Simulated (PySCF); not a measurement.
# C₃H₁₂GeSi: NMR shifts, electronic excitations and K edges in gas and solvents

Aim: compute the NMR shifts, electronic excitations and K edges of C₃H₁₂GeSi (`[CH3][GeH2][C@H](C)[SiH3]`), and see what a dielectric continuum does where one was used.

The runs use PySCF 2.14.0, with density-fitted response routines of our own; the level of theory stands in each step. All values are computed, except where a source is named. Atoms count from 0, in the outputs and in this text.

### 1 Starting geometry

17 atoms, charge 0, multiplicity 1; geometry from: GFN2-xTB. The atoms were then displaced at random by about 0.01 Å, so the start is not that level's minimum.

Bonds of the start (Å): C0–Ge1 1.98, Ge1–C2 2.00, C2–C3 1.51, C2–Si4 1.90, C0–H5 1.11, C0–H6 1.06, C0–H7 1.10, Ge1–H8 1.50, Ge1–H9 1.52, C2–H10 1.10, C3–H11 1.06, C3–H12 1.09, C3–H13 1.13, Si4–H14 1.46, Si4–H15 1.48, Si4–H16 1.47.

### 2 Relaxing the molecule at PBE0-D3(BJ)/def2-SVP

Job settings and geometry (Å):

```
{"job": {"xc": "PBE0", "basis": "def2-SVP", "d3": "d3bj", "grid": 1, "shake": 0.01, "kind": "geom"}, "charge": 0, "multiplicity": 1}
C      2.236490    -0.425610    -0.448770
Ge     0.702860    -1.169370     0.552890
C     -1.008570    -0.163810     0.284310
C     -1.368260    -0.191770    -1.178450
Si    -0.865840     1.606020     0.953290
H      2.394720     0.632610    -0.153670
H      3.134790    -0.972090    -0.282300
H      2.025170    -0.404470    -1.525120
H      0.503920    -2.596500     0.138140
H      1.059930    -1.241880     2.030940
H     -1.761040    -0.685360     0.886530
H     -0.663280     0.325620    -1.785830
H     -1.505860    -1.211480    -1.544210
H     -2.383750     0.291960    -1.315080
H     -2.172710     2.251110     0.809090
H     -0.485920     1.587420     2.385070
H      0.140850     2.379420     0.203360
```

Command:

```console
$ OMP_NUM_THREADS=1 python probes_run.py task.json out
```

This one command runs all jobs of the session in turn.

The program printed:

```text
step   0  E = -2487.06329137  max force = 0.046831
step   1  E = -2487.06950725  max force = 0.007422
step   2  E = -2487.07004055  max force = 0.001579
step   3  E = -2487.07009826  max force = 0.000400
step   4  E = -2487.07011051  max force = 0.000450
step   5  E = -2487.07011657  max force = 0.000240
optimisation converged
```

It took 98 s on 1 thread of Arm Neoverse N1, shared host; peak memory 0.62 GiB.

The steps of the relaxation:

```
step  energy from step 0 (eV)  largest force component (eV/Å)
   0                   0.0000                          2.4081
   1                  -0.1691                          0.3817
   2                  -0.1837                          0.0812
   3                  -0.1852                          0.0206
   4                  -0.1856                          0.0231
   5                  -0.1857                          0.0123
```

Close pairs (by a distance rule), those that changed most:

```
   bond  before (Å)  after (Å)  change (Å)
 Ge1–H8       1.499      1.547      +0.048
 C3–H11       1.065      1.102      +0.038
  C0–H6       1.065      1.099      +0.035
Si4–H14       1.465      1.498      +0.034
 Ge1–C2       2.003      1.972      -0.031
 C3–H13       1.133      1.103      -0.030
  C2–C3       1.507      1.533      +0.026
 C0–Ge1       1.977      1.954      -0.023
```

The final coordinates are the input of the step that follows.

```
                         at the end point                value
  point group (found at 0.08 Å tolerance)                   C1
rotational constants (GHz, main isotopes)  3.322, 1.469, 1.335
                        dipole moment (D)                 0.74
```

### 3 NMR shieldings: PBE0/pcSseg-1 in acetone

Job settings and geometry (Å):

```
{"job": {"kind": "nmr", "xc": "PBE0", "basis": "pcSseg-1", "solvent": "acetone", "pop": true}, "charge": 0, "multiplicity": 1}
C      2.232884    -0.203847    -0.316259
Ge     0.771488    -1.136994     0.583671
C     -0.955777    -0.253512     0.231380
C     -1.320926    -0.304743    -1.256258
Si    -1.002327     1.499509     0.920818
H      2.349051     0.813975     0.083653
H      3.179093    -0.745060    -0.172966
H      2.035371    -0.131189    -1.395895
H      0.686467    -2.588100     0.054239
H      1.029494    -1.180533     2.105675
H     -1.695489    -0.829876     0.816787
H     -0.588837     0.240793    -1.873926
H     -1.356491    -1.339913    -1.633603
H     -2.307209     0.147275    -1.453648
H     -2.363668     2.098332     0.739876
H     -0.664381     1.510870     2.378058
H     -0.019808     2.372394     0.202587
```

Method: GIAO PBE0/pcSseg-1 NMR shielding, non-relativistic, IEF-PCM acetone.

The program printed:

```text
coarse grid: 59032 points
cycle   1  E = -2487.1723305038  dE = -7.080e-01  |g| = 9.177e-01  |ddm| = 3.548e+00
cycle   2  E = -2487.1352550137  dE =  3.708e-02  |g| = 9.560e-01  |ddm| = 9.997e-01
cycle   3  E = -2487.2482353664  dE = -1.130e-01  |g| = 9.253e-02  |ddm| = 6.341e-01
cycle   4  E = -2487.2498050745  dE = -1.570e-03  |g| = 3.582e-02  |ddm| = 1.021e-01
cycle   5  E = -2487.2501080887  dE = -3.030e-04  |g| = 5.305e-03  |ddm| = 3.455e-02
cycle   6  E = -2487.2501147092  dE = -6.621e-06  |g| = 1.216e-03  |ddm| = 6.189e-03
final grid: 123056 points
cycle   7  E = -2487.2500798567  dE =  5.757e-08  |g| = 1.380e-03  |ddm| = 2.680e-03
cycle   8  E = -2487.2500796133  dE =  2.435e-07  |g| = 1.690e-03  |ddm| = 2.435e-03
cycle   9  E = -2487.2500803500  dE = -7.367e-07  |g| = 1.109e-04  |ddm| = 1.330e-03
cycle  10  E = -2487.2500803520  dE = -1.990e-09  |g| = 1.725e-05  |ddm| = 1.023e-04
cycle  11  E = -2487.2500803520  dE = -7.958e-11  |g| = 3.193e-06  |ddm| = 1.880e-05
converged SCF energy = -2487.2500803520

GIAO shielding tensors (ppm)
atom      isotropic    diamagn.    paramagn.     s11        s22        s33       span
  0 C      195.391     251.927     -56.536    191.645    194.503    200.025      8.379
  1 Ge    1438.127    2757.009   -1318.882   1351.773   1419.441   1543.168    191.394
  2 C      185.579     253.478     -67.899    173.398    190.698    192.641     19.243
  3 C      170.401     247.017     -76.616    158.075    164.583    188.545     30.470
  4 Si     411.412     880.147    -468.734    371.936    387.865    474.436    102.500
  5 H       31.015      30.945       0.070     25.153     29.161     38.731     13.577
  6 H       31.055      28.243       2.812     25.503     27.354     40.309     14.806
  7 H       30.862      30.905      -0.043     25.164     29.176     38.247     13.084
  8 H       27.255      29.921      -2.666     20.985     22.404     38.376     17.391
  9 H       27.204      30.177      -2.972     20.993     22.399     38.222     17.229
 10 H       30.758      31.740      -0.982     26.196     27.536     38.544     12.348
 11 H       30.178      31.238      -1.060     25.441     29.265     35.829     10.388
 12 H       29.888      29.931      -0.043     24.486     27.770     37.409     12.923
 13 H       29.895      29.325       0.570     24.516     27.323     37.848     13.332
 14 H       27.358      29.081      -1.723     23.840     24.914     33.321      9.481
 15 H       27.349      29.504      -2.155     23.447     25.661     32.938      9.491
 16 H       27.524      29.977      -2.453     23.651     26.985     31.935      8.284
```

Run time: 39 s. Hardware: 1 thread of Arm Neoverse N1, shared host; peak memory 0.98 GiB.

Shifts follow as δ = σ(reference) − σ, with reference shieldings (ppm) from runs at the same level and on the same kind of geometry: 1H TMS 31.24, 13C TMS 185.4, 29Si TMS 351.8, 73Ge GeMe4 1329. The references are single molecules in the same continuum. Atoms listed in one row are averaged.

```
        atoms                                environment  σ (ppm)  δ (ppm)
           C3                              methyl carbon    170.4     15.0
           C2                 sp3 CH bonded to Ge and Si    185.6     -0.1
           C0                 methyl carbon bonded to Ge    195.4    -10.0
           H9      hydrogen on a germanium bonded to 2 C    27.20     4.04
           H8      hydrogen on a germanium bonded to 2 C    27.25     3.99
H14, H15, H16          hydrogen on a silicon bonded to C    27.41     3.83
H11, H12, H13                hydrogen on a methyl carbon    29.99     1.25
          H10  hydrogen on an sp3 CH bonded to Ge and Si    30.76     0.48
   H5, H6, H7   hydrogen on a methyl carbon bonded to Ge    30.98     0.26
          Ge1               germanium bonded to 2 C, 2 H     1438     -109
          Si4                   silicon bonded to C, 3 H    411.4    -59.6
```

The run also stored atomic charges by several schemes (e):

```
atoms  Mulliken    IAO  Hirshfeld  ESP fit
   C0     -0.57  -0.68      -0.20    -0.45
  Ge1      0.39   0.64       0.34     0.41
   C2     -0.81  -0.61      -0.18    -0.01
   C3     -0.25  -0.40      -0.12    -0.38
  Si4      0.51   0.58       0.29     0.29
```

Mayer bond orders: C0–Ge1 1.00, Ge1–C2 0.91, C2–C3 1.01, C2–Si4 0.90.

### 4 Shielding tensors: PBE0/pcSseg-1 in cyclohexane

Settings changed since step 3:

```diff
@@ -1,2 +1,2 @@
-{"job": {"kind": "nmr", "xc": "PBE0", "basis": "pcSseg-1", "solvent": "acetone", "pop": true}, "charge": 0, "multiplicity": 1}
+{"job": {"kind": "nmr", "xc": "PBE0", "basis": "pcSseg-1", "solvent": "cyclohexane", "pop": false}, "charge": 0, "multiplicity": 1}
 C      2.232884    -0.203847    -0.316259
```

Method: GIAO PBE0/pcSseg-1 NMR shielding, non-relativistic, IEF-PCM cyclohexane.

The program printed:

```text
coarse grid: 59032 points
cycle   1  E = -2487.1710461342  dE = -7.070e-01  |g| = 9.187e-01  |ddm| = 3.548e+00
cycle   2  E = -2487.1319185595  dE =  3.913e-02  |g| = 9.608e-01  |ddm| = 1.002e+00
cycle   3  E = -2487.2470430033  dE = -1.151e-01  |g| = 9.651e-02  |ddm| = 6.494e-01
cycle   4  E = -2487.2488153699  dE = -1.772e-03  |g| = 3.841e-02  |ddm| = 1.119e-01
cycle   5  E = -2487.2491622494  dE = -3.469e-04  |g| = 5.742e-03  |ddm| = 3.777e-02
cycle   6  E = -2487.2491701574  dE = -7.908e-06  |g| = 1.344e-03  |ddm| = 6.767e-03
final grid: 123056 points
cycle   7  E = -2487.2491355490  dE =  9.957e-08  |g| = 1.549e-03  |ddm| = 3.035e-03
cycle   8  E = -2487.2491352151  dE =  3.339e-07  |g| = 1.917e-03  |ddm| = 2.886e-03
cycle   9  E = -2487.2491361781  dE = -9.630e-07  |g| = 1.320e-04  |ddm| = 1.575e-03
cycle  10  E = -2487.2491361813  dE = -3.111e-09  |g| = 2.049e-05  |ddm| = 1.300e-04
cycle  11  E = -2487.2491361814  dE = -1.100e-10  |g| = 2.950e-06  |ddm| = 2.198e-05
converged SCF energy = -2487.2491361814

GIAO shielding tensors (ppm)
atom      isotropic    diamagn.    paramagn.     s11        s22        s33       span
  0 C      195.053     251.713     -56.660    191.099    194.143    199.916      8.816
  1 Ge    1439.281    2756.999   -1317.719   1354.056   1421.163   1542.622    188.566
  2 C      185.563     253.557     -67.993    173.214    190.810    192.667     19.452
  3 C      169.934     246.893     -76.959    157.568    164.098    188.135     30.567
  4 Si     411.671     880.151    -468.480    372.321    388.322    474.371    102.051
  5 H       31.036      30.931       0.105     25.194     29.185     38.730     13.535
  6 H       31.088      28.306       2.782     25.575     27.392     40.298     14.723
  7 H       30.948      30.947       0.001     25.281     29.275     38.288     13.007
  8 H       27.201      29.831      -2.630     20.912     22.349     38.341     17.429
  9 H       27.135      30.058      -2.923     20.906     22.319     38.181     17.275
 10 H       30.903      31.920      -1.017     26.371     27.700     38.638     12.267
 11 H       30.252      31.302      -1.050     25.544     29.337     35.876     10.332
 12 H       29.900      29.954      -0.054     24.526     27.776     37.398     12.871
 13 H       29.904      29.356       0.547     24.548     27.330     37.834     13.286
 14 H       27.315      29.008      -1.692     23.777     24.872     33.297      9.520
 15 H       27.297      29.413      -2.116     23.385     25.606     32.899      9.513
 16 H       27.506      29.918      -2.412     23.628     26.957     31.932      8.304
```

Run time: 36 s. Hardware: 1 thread of Arm Neoverse N1, shared host; peak memory 0.95 GiB.

This run: δ C3 14.9, C2 -0.7, C0 -10.2, Ge1 -109, H9 4.12, H8 4.06 ppm.

(Part 1 of 2 ends here.)
